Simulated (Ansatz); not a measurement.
This script makes an equation of state with a fit of ScHg, space group Pm-3m with the Python package of Ansatz (0.2.0).

`schg.py`
```python
"""Equation of state of ScHg."""

import ansatz as az
import numpy as np

VECTORS = np.array([
    [3.48, 0.0, 0.0],
    [0.0, 3.48, 0.0],
    [0.0, 0.0, 3.48],
])
SITES = [
    ("Sc", [0.5, 0.5, 0.5]),
    ("Hg", [0.0, 0.0, 0.0]),
]


def make_crystal(cell):
    crystal = az.Crystal(lattice=az.Lattice.of(cell))
    for symbol, position in SITES:
        crystal = crystal.atom(symbol, position)
    return crystal

# scale the volume, keep shape and fractions
volumes, energies = [], []
for scale in np.linspace(0.92, 1.08, 7):
    cell = VECTORS * scale ** (1 / 3)
    calculation = make_crystal(cell).calculation()
    calculation = calculation.occupations("fermi_dirac", width=0.1)
    calculation = calculation.functional("lda")
    calculation = calculation.pseudopotentials("paw")
    calculation = calculation.basis(500).kpoints(7, 7, 7)
    report = calculation.run().report
    volumes.append(abs(np.linalg.det(cell)) / len(SITES))
    energies.append(report["free_energy_ev"] / len(SITES))
    print(f"V = {volumes[-1]:8.4f} A^3/atom  F = {energies[-1]:.5f} eV/atom")

# third-order Birch-Murnaghan: a cubic in V^(-2/3)
x = np.array(volumes) ** (-2 / 3)
poly = np.polynomial.Polynomial.fit(x, energies, 3).convert()
roots = poly.deriv().roots()
x0 = min((r.real for r in roots if abs(r.imag) < 1e-9 and poly.deriv(2)(r.real) > 0), key=lambda r: abs(r - x.mean()))
v0 = x0 ** -1.5
b0 = 4 / 9 * poly.deriv(2)(x0) * v0 ** (-7 / 3) * 160.21766
b1 = 4 + 2 / 3 * x0 * poly.deriv(3)(x0) / poly.deriv(2)(x0)
print(f"V0 = {v0:.4f} A^3/atom, B0 = {b0:.1f} GPa, dB/dP = {b1:.2f}")
```

Its results, one of them left out:

| V (Å³/atom) | F less the lowest row shown (meV/atom) |
| --- | --- |
| 19.386 | 7.89 |
| 19.948 | 0.00 |
| 20.510 | 2.09 |
| 21.072 | 12.69 |
| 21.634 | 30.53 |
| 22.196 | 54.51 |
| 22.758 | ? |

What is the missing energy at 22.758 Å³ an atom?

A third-order Birch-Murnaghan fit, E = E0 + (9 V0 B0 / 16) [(t - 1)³ B' + (t - 1)² (6 - 4t)] with t = (V0/V)^(2/3), through the 6 rows shown gives V0 = 20.100 Å³, B0 = 97.4 GPa, B' = 4.78 and E0 = -0.35 meV. At V = 22.758 Å³, t = 0.92053, and the fit extrapolates to 83.71 meV. The run gave 83.68 meV, a miss of 0.04 meV.

Caveats:
- For a metal this k-point mesh is coarse: on a finer one energies can move by several to tens of meV an atom and pressures by half a GPa or more, differences at one mesh by less.
- Spin-orbit coupling, which matters for elements this heavy, is left out.
- The structure is a deposited one; some such entries were measured under pressure or heat, so a shift against it needn't be the functional's error alone.
- Timing: 7.6 s on 1 thread of Arm Neoverse V1, with other jobs on the host, peak memory 0.38 GiB.
